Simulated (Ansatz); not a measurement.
# CrF3H9N3: the cost of one run

The runs use Ansatz 0.2.0, Gaussian basis; UKS PBE0-D4/def2-TZVPD.

The runs, in order: relaxation at PBE0-D4/def2-SVPD; a search for the lowest solution at PBE-D4/def2-SVP; a single point at PBE0-D4/def2-TZVPD.

4 further runs of the same task are left out: 2 that didn't finish, 2 set aside as unsound or not needed.

### 1 The starting structure

16 atoms, charge -1, spin multiplicity 3.

Atoms are counted from 1 here; the program's logs count them from 0.

Bond lengths: Cr1–F2 2.093 Å, Cr1–F3 2.095 Å, Cr1–F4 2.095 Å, Cr1–N5 2.275 Å, Cr1–N6 2.279 Å, Cr1–N7 2.277 Å, N5–H8 1.013 Å, N5–H9 1.013 Å, N5–H10 1.012 Å, N6–H11 1.013 Å, N6–H12 1.012 Å, N6–H13 1.012 Å, N7–H14 1.012 Å, N7–H15 1.012 Å, N7–H16 1.012 Å. Angles: F2–Cr1–F3 107.2°, F2–Cr1–F4 107.1°, F2–Cr1–N5 173.7°, F2–Cr1–N6 76.2°, F2–Cr1–N7 76.3°, F3–Cr1–F4 107.1°, F3–Cr1–N5 76.3°, F3–Cr1–N6 173.9°, F3–Cr1–N7 76.3°, F4–Cr1–N5 76.3°, F4–Cr1–N6 76.3°, F4–Cr1–N7 173.8°, N5–Cr1–N6 99.9°, N5–Cr1–N7 99.9°, N6–Cr1–N7 99.8°, Cr1–N5–H8 91.1°, Cr1–N5–H9 91.3°, Cr1–N5–H10 142.8° and more.

As a file:

```xyz
16
CrF3H9N3
Cr    0.3628    0.3687    0.3591
F     0.0216    0.0352    2.3971
F     2.4011    0.0359    0.0103
F    -0.0004    2.4004   -0.0008
N     0.5592    0.5580   -1.8999
N    -1.8980    0.5598    0.5714
N     0.5853   -1.8869    0.5821
H     1.5597    0.4116   -1.8452
H     0.4061    1.5579   -1.8531
H     0.2018    0.1920   -2.7729
H    -1.8285    1.5599    0.4269
H    -1.8525    0.4053    1.5708
H    -2.7775    0.2180    0.2062
H     1.5850   -1.8168    0.4381
H     0.2452   -2.7718    0.2293
H     0.4292   -1.8273    1.5807
```

No spin-orbit coupling is included. The ion is computed in the gas phase, without counter-ions or solvent.

The start is a GFN2-xTB geometry.

### 2 Optimising with PBE0-D4/def2-SVPD

in.yaml reads:

```yaml
crystal:
  periodic: [false, false, false]
  atoms:
    - {symbol: Cr, position_ang: [0.362840, 0.368720, 0.359110]}
    - {symbol: F, position_ang: [0.021580, 0.035250, 2.397080]}
    - {symbol: F, position_ang: [2.401140, 0.035920, 0.010350]}
    - {symbol: F, position_ang: [-0.000410, 2.400400, -0.000840]}
    - {symbol: N, position_ang: [0.559190, 0.557960, -1.899870]}
    - {symbol: N, position_ang: [-1.897960, 0.559760, 0.571410]}
    - {symbol: N, position_ang: [0.585280, -1.886870, 0.582120]}
    - {symbol: H, position_ang: [1.559710, 0.411610, -1.845150]}
    - {symbol: H, position_ang: [0.406100, 1.557920, -1.853100]}
    - {symbol: H, position_ang: [0.201790, 0.192030, -2.772940]}
    - {symbol: H, position_ang: [-1.828510, 1.559880, 0.426880]}
    - {symbol: H, position_ang: [-1.852540, 0.405290, 1.570750]}
    - {symbol: H, position_ang: [-2.777530, 0.218010, 0.206160]}
    - {symbol: H, position_ang: [1.584990, -1.816810, 0.438060]}
    - {symbol: H, position_ang: [0.245180, -2.771800, 0.229320]}
    - {symbol: H, position_ang: [0.429170, -1.827260, 1.580690]}
basis:
  gaussian: {orbitals: def2-SVPD}
total_charge: -1
magnetization: {spin_polarized: true, initial_magnetization: 2}
hamiltonian: {xc: pbe0, dispersion: d4}
scf: {lower_state_search: "off"}
output: {orbitals: {seedname: orbitals}}
relax: {f_tol: 0.02, max_steps: 100}
```

Run with:

```console
$ ansatz run in.yaml --threads 4 --pin off --events-out ev --progress --plain --max-ram 4787MiB
```

What time and memory should one allow on 4 threads of AMD EPYC, shared host?

About 8.5 min, with a peak of 1.4 GiB.
